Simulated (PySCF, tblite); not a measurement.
# CH₁₀N₂Si₃: geometry, infrared bands and NMR shifts

Aim: predict the infrared bands and NMR shifts of CH₁₀N₂Si₃ (`[H]/N=C\[SiH2]N([SiH3])[SiH3]`).

Programs: tblite 0.8.0 and PySCF 2.14.0, with density-fitted response routines of our own. Each step states its level of theory. These are calculated values for one molecule in the gas phase, unless marked as measured. Atoms count from 0, in the outputs and in this text.

## (1) The starting structure

16 atoms, charge 0, multiplicity 1; geometry from: force field or distance geometry start.

Bonds of the start (Å): N0–C1 1.31, C1–Si2 1.87, Si2–N3 1.70, N3–Si4 1.71, N3–Si5 1.69, N0–H6 1.04, C1–H7 1.10, Si2–H8 1.49, Si2–H9 1.48, Si4–H10 1.49, Si4–H11 1.48, Si4–H12 1.49, Si5–H13 1.48, Si5–H14 1.49, Si5–H15 1.47.

## (2) Geometry optimisation with GFN2-xTB

The job: settings as JSON, then the geometry in Å.

```
{"job": {"kind": "relax", "xc": "GFN2-xTB", "basis": "xTB"}, "charge": 0, "multiplicity": 1}
N      2.938800    -0.527400     0.290500
C      2.231600    -0.779200    -0.780100
Si     0.516400    -0.084400    -1.073100
N     -0.217400     0.465700     0.356700
Si    -0.792000    -0.865900     1.260000
Si    -1.517600     1.480800     0.001000
H      2.410500     0.105600     0.919900
H      2.652100    -1.436500    -1.548700
H     -0.355500    -1.072200    -1.766600
H      0.653200     1.067800    -1.999100
H     -1.825700    -1.614600     0.493100
H      0.329400    -1.775500     1.566100
H     -1.359700    -0.387300     2.546600
H     -2.143500     1.946100     1.255400
H     -1.006800     2.688100    -0.700400
H     -2.521500     0.797900    -0.832400
```

The run is started by

```console
> OMP_NUM_THREADS=1 python probes_run.py task.json out
```

One launch serves the whole session: the jobs run in the order shown.

**Question.** This job is followed by: GFN2-xTB harmonic vibrations, gas phase; GIAO PBE0/pcSseg-1 NMR shielding, non-relativistic, gas phase. What will the session give for the following? strongest single infrared mode (GFN2-xTB); zero-point energy (GFN2-xTB); 13C shifts against TMS (PBE0/pcSseg-1); 1H shifts against TMS (PBE0/pcSseg-1, means over atoms taken as alike); 15N shifts against NH3 (PBE0/pcSseg-1); 29Si shifts against TMS (PBE0/pcSseg-1, means over atoms taken as alike).

**Answer**, as computed:

| quantity | value |
| --- | --- |
| strongest single infrared mode (GFN2-xTB) | 802 cm⁻¹, 741 km/mol |
| zero-point energy (GFN2-xTB) | 63.2 kcal/mol |
| 13C shifts against TMS (PBE0/pcSseg-1) | 190.0 ppm |
| 1H shifts against TMS (PBE0/pcSseg-1, means over atoms taken as alike) | 13.73, 9.15, 4.80, 4.77 ppm |
| 15N shifts against NH3 (PBE0/pcSseg-1) | 446.1, -19.8 ppm |
| 29Si shifts against TMS (PBE0/pcSseg-1, means over atoms taken as alike) | -42.1, -46.8 ppm |

**Reading.** Over 117 steps the energy fell by 0.683 eV; of the close pairs, N3–Si5 changed most, 1.687 to 1.746 Å. No mode is imaginary among the 42: a minimum at this level. The strongest single mode, at 802 cm⁻¹, has its largest shares on H11, H14, H10 and H15 (the list is cut at 4 atoms). GFN2-xTB is a fitted tight-binding method: band positions and strengths are rough. Its intensities can rank the bands wrongly. At PBE0/pcSseg-1: Shielding is most anisotropic at N0 (span 945 ppm, paramagnetic term -503 ppm).
